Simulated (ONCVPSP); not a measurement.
# An ONCV potential for Si, from input to tests

Task: generate the file, and judge it by its errors in other configurations, its logarithmic derivatives, its ghosts and its cutoff.

The numbers are computed with ONCVPSP 4.0.1 (LDA (Perdew-Wang 92), scalar-relativistic, spin-unpolarised reference atom).

**1. The design**

Typed settings, in words:

```json
{
 "element": "silicon (Si, Z = 14)",
 "type": "optimised norm-conserving Vanderbilt (ONCV)",
 "frozen core": "[He]",
 "valence charge": "12",
 "reference configuration": "2s2 2p6 3s2 3p2",
 "partial waves": "2s+3s: rc 0.95 bohr, ncon 3, nbas 6, qcut 15.2 1/bohr, 3 projectors, debl 0.7 Ha; 2p+3p: rc 1.00 bohr, ncon 4, nbas 8, qcut 13.2 1/bohr, 2 projectors; d scattering state at 0.02 Ha: rc 0.75 bohr, ncon 4, nbas 7, qcut 11.2 1/bohr, 2 projectors, debl 1.2 Ha",
 "local potential": "polynomial inside 0.50 bohr (lpopt 5, dvloc0 1 Ha)",
 "core correction": "Teter function, fcfact 2, rcfact 1.15"
}
```

The outer shells as boxes (Hund's rule for the drawing; the calculation is spin-unpolarised):

```
[He] core
2s [↑↓]
2p [↑↓][↑↓][↑↓]
3s [↑↓]
3p [↑ ][↑ ][  ]
```

An earlier all-electron run gives the scale for the radii.

All-electron outer shells of the reference configuration (LDA (PZ), scalar-relativistic, ld1.x):

```tsv
shell	level (eV)	outermost node (bohr)	outermost maximum (bohr)
1s	-1778.47	–	0.07
2s	-138.73	0.15	0.45
2p	-95.60	–	0.39
3s	-10.88	0.72	1.77
3p	-4.17	0.72	2.14
```

**2. Generating the potential**

The input, Si.dat:

```
# ATOM AND REFERENCE CONFIGURATION
# atsym  z   nc   nv     iexc    psfile
  Si 14.00    1    4  -001012      upf
#
#   n    l    f
    1    0    2.00
    2    0    2.00
    2    1    6.00
    3    0    2.00
    3    1    2.00
#
# PSEUDOPOTENTIAL AND OPTIMIZATION
# lmax
    2
#
#   l,   rc,      ep,       ncon, nbas, qcut
    0    0.95    0.00    3    6   15.20
    1    1.00    0.00    4    8   13.20
    2    0.75    0.02    4    7   11.20
#
# LOCAL POTENTIAL
# lloc, lpopt,  rc(5),   dvloc0
    4    5    0.50    1.00
#
# VANDERBILT-KLEINMAN-BYLANDER PROJECTORs
# l, nproj, debl
    0    3    0.70
    1    2    0.80
    2    2    1.20
#
# MODEL CORE CHARGE
# icmod, fcfact, rcfact
    3    2.00    1.15
#
# LOG DERIVATIVE ANALYSIS
# epsh1, epsh2, depsh
   -7.00    5.00    0.04
#
# OUTPUT GRID
# rlmax, drl
    6.00    0.01
#
# TEST CONFIGURATIONS
# ncnf
    4
# nvcnf
#   n    l    f
    4
    2    0    2.00
    2    1    6.00
    3    0    2.00
    3    1    1.00
#
    4
    2    0    2.00
    2    1    6.00
    3    0    2.00
    3    1    0.00
#
    4
    2    0    2.00
    2    1    6.00
    3    0    1.00
    3    1    0.00
#
    4
    2    0    2.00
    2    1    6.00
    3    0    0.00
    3    1    0.00
#
```

Launch:

```sh
$ oncvpsp.x < Si.dat > Si.out
```

Q: Predict the outcome of this session. Wanted: cutoffs for 1 and 0.1 mHa per electron, occupied waves; bound ghosts; GHOST(+) flags; largest test error; largest phase difference near zero energy, channels read; rms error of d²Exc/dn², without and with the model core.

As calculated:

| quantity | value |
| --- | --- |
| cutoffs for 1 and 0.1 mHa per electron, occupied waves | 74 Ha and 83 Ha |
| bound ghosts | none found |
| GHOST(+) flags | d at 3914 eV |
| largest test error (AE − PS) | +2.8 meV, for 2s2 2p6 3s2 3p0 (1 test unsolved) |
| largest phase difference near zero energy, channels read | 0.000 rad |
| rms error of d²Exc/dn², without and with the model core | 1.88 and 1.39 mHa |

The worst unpolarised test, 2s2 2p6 3s2 3p0, is off by 2.8 meV on 23.9 eV; by total energies transferability rates as very good where solved. Of the tests 1 gave no usable energy difference, which is a warning in itself. It counts as very hard, with 74 Ha needed at the looser tolerance. The program's ghost test flags no bound state. Near zero energy the phases of the channels with partial waves agree within 0.001 rad. The program also flags highly localised states, GHOST(+) (d). These are tests on the free atom; a crystal test is still owed.
